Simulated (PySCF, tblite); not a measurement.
# C3H3F2Si radical: geometry, infrared bands and EPR parameters

Wanted: the infrared bands and EPR parameters of C3H3F2Si radical (`FC(F)C#C[SiH2]`), by calculation.

The runs use tblite 0.8.0 and PySCF 2.14.0, with density-fitted response routines of our own; the level of theory stands in each step. All values are computed, except where a source is named. Atoms are numbered from 0 throughout.

## 1. The molecule as given

9 atoms, charge 0, multiplicity 2; geometry from: force field or distance geometry start.

Bonds of the start (Å): F0–C1 1.37, C1–F2 1.37, C1–C3 1.48, C3–C4 1.21, C4–Si5 1.82, C1–H6 1.11, Si5–H7 1.47, Si5–H8 1.49.

## 2. Relaxing the molecule with GFN2-xTB

The job: settings as JSON, then the geometry in Å.

```
{"job": {"kind": "relax", "xc": "GFN2-xTB", "basis": "xTB"}, "charge": 0, "multiplicity": 2}
F     -2.563900     0.098800    -0.882000
C     -1.912600     0.275700     0.314600
F     -2.098500     1.568400     0.735800
C     -0.467400     0.015000     0.175400
C      0.723300    -0.213100     0.095900
Si     2.504300    -0.527100    -0.058200
H     -2.273900    -0.465200     1.060800
H      3.284900     0.694700    -0.281200
H      2.817400    -1.441100    -1.186100
```

On the command line:

```bash
OMP_NUM_THREADS=1 python probes_run.py task.json out
```

One launch serves the whole session: the jobs run in the order shown.

**Question.** This job is followed by: GFN2-xTB harmonic vibrations, gas phase; UKS B3LYP, pcH-1 on C F H Si, non-relativistic, mean-field spin-orbit, GIAO. What will the session give for the following? strongest single infrared mode (GFN2-xTB); zero-point energy (GFN2-xTB); g(iso) (B3LYP); ⟨S²⟩; largest a(iso) (averaged by class); surface potential, 1st and 99th percentile.

As calculated:

| quantity | value |
| --- | --- |
| strongest single infrared mode (GFN2-xTB) | 2422 cm⁻¹, 370 km/mol |
| zero-point energy (GFN2-xTB) | 28.0 kcal/mol |
| g(iso) (B3LYP) | 2.00328 |
| ⟨S²⟩ | 0.758 (exact 0.75) |
| largest a(iso) (averaged by class) | 29Si on Si5, -248.2 MHz |
| surface potential, 1st and 99th percentile | -0.85 V and 1.39 V |

Relaxing lowered the energy by 0.207 eV in 78 steps; the close pair that moved most is Si5–H8, from 1.485 to 1.447 Å. No mode is imaginary among the 21: a minimum at this level. The strongest single mode, at 2422 cm⁻¹, moves mainly H7. GFN2-xTB is a fitted tight-binding method: band positions and strengths are rough. Its intensities can rank the bands wrongly. Si5 carries the largest spin population, 0.95 e. The isotropic g lies 1.0 ppt above the free-electron value.
